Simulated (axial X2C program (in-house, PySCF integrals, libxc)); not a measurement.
**Linear SnCN⁻ at several levels**

How do method and spin–orbit coupling move the bonds and stretches of SnCN⁻, held linear?

Computed with an in-house X2C program for linear molecules on PySCF integrals. Level: all-electron X2C, two-component (2c) or spin-free, Sn dyall-v3z, C dyall-v3z, N dyall-av3z.

All values are calculated.

2 further runs of the same task are left out: 2 set aside as unsound or not needed.

## 1. The job

Input file task.json:

```json
{"zs": [50, 6, 7], "q": -1, "bas": ["dyall-v3z", "dyall-v3z", "dyall-av3z"], "r0": [2.1, 1.16], "symm": 0, "scan": ["PBE0", "HF", "PBE"], "levels": ["PBE0", "HF", "PBE"], "nst": 2}
```

Keys: zs atomic numbers; q charge; bas basis sets; r0 starting distance in Å; symm equal bonds; scan levels of the two-bond scan; levels methods; nst determinants followed.

On the command line:

```bash
python solin.py task.json out
```

Masses Sn 119.902, C 12.000, N 14.003 u.

## 2. Scan at PBE0, 2c

State: Ω = 1 (beyond evenly filled blocks: ω = -1/2, ω = 3/2). Energies above the lowest point, from the job's result record:

```
r(Sn–C) (Å)  r(C–N) (Å)  E (meV)
     2.1733      1.1359    59.24
     2.1733      1.1650    12.51
     2.1733      1.1941    59.59
     2.2290      1.1359    44.62
     2.2290      1.1650     0.00
     2.2290      1.1941    49.55
     2.2290      1.2233   176.97
     2.2847      1.1359    54.59
     2.2847      1.1650    11.51
     2.2847      1.1941    62.90
     2.3405      1.1650    41.60
     2.3405      1.2233   225.52
```

A quadratic surface with cubic terms in each bond gives the minimum at 2.228 and 1.163 Å, force constants 1.24, 18 and coupling 0.18 mdyn/Å.

## 3. Scan at HF, 2c

State: Ω = 1 (beyond evenly filled blocks: ω = -1/2, ω = 3/2). Energies above the lowest point, from the job's result record:

```
r(Sn–C) (Å)  r(C–N) (Å)  E (meV)
     2.1733      1.1359    49.83
     2.1733      1.1650    77.26
     2.1733      1.1941   190.13
     2.2290      1.1359    11.33
     2.2290      1.1650    41.65
     2.2290      1.1941   159.54
     2.2290      1.2233   338.81
     2.2847      1.1359     0.00
     2.2847      1.1650    32.18
     2.2847      1.1941   153.95
     2.3405      1.1650    43.04
     2.3405      1.2233   357.49
```

A quadratic surface with cubic terms in each bond gives the minimum at 2.288 and 1.141 Å, force constants 0.98, 20.7 and coupling 0.38 mdyn/Å.

## 4. Scan at PBE, 2c

State: Ω = 1 (beyond evenly filled blocks: ω = -1/2, ω = 3/2). Energies above the lowest point, from the job's result record:

```
r(Sn–C) (Å)  r(C–N) (Å)  E (meV)
     2.1733      1.1359   109.06
     2.1733      1.1650    17.66
     2.1733      1.1941    18.85
     2.2290      1.1359    88.82
     2.2290      1.1650     0.00
     2.2290      1.1941     4.07
     2.2290      1.2233    84.78
     2.2847      1.1359    93.08
     2.2847      1.1650     6.31
     2.2847      1.1941    12.70
     2.3405      1.1650    31.22
     2.3405      1.2233   124.81
```

A quadratic surface with cubic terms in each bond gives the minimum at 2.238 and 1.178 Å, force constants 1.19, 16.2 and coupling 0.23 mdyn/Å.

## 5. The levels side by side

| level | r(Sn–C) (Å) | r(C–N) (Å) | lower stretch (cm⁻¹) | upper stretch (cm⁻¹) |
| --- | --- | --- | --- | --- |
| PBE0, 2c | 2.228 | 1.163 | 312.2 | 2181.9 |
| HF, 2c | 2.288 | 1.141 | 278.8 | 2325.2 |
| PBE, 2c | 2.238 | 1.178 | 305.8 | 2068.6 |
| PBE0, spin-free | 2.227 | 1.163 | 313.5 | 2182.2 |
| HF, spin-free | 2.286 | 1.141 | 281.2 | 2325.6 |
| PBE, spin-free | 2.236 | 1.178 | 307.2 | 2068.8 |

Scans not shown above were run alike.

**Reading.** Over the levels the Sn–C bond spans 2.227 to 2.288 Å and the C–N bond 1.141 to 1.178 Å. At PBE0 going from spin-free to two-component moves the bonds by +0.001 and +0.000 Å. Each state is one determinant, the lowest of a limited PBE0 search; the stretches come from a fit to few points and are good to some per cent at best. For an anion the highest level of a functional can be positive, and the basis then holds the extra electron. The molecule was held linear; bending was not examined, so a bent shape may lie lower. Open-shell Ω = 0 determinants with evenly filled partner blocks cannot be reached by this program, so the Ω shown need not be the lowest component. Note: several unpaired electrons, one determinant need not be a pure state.
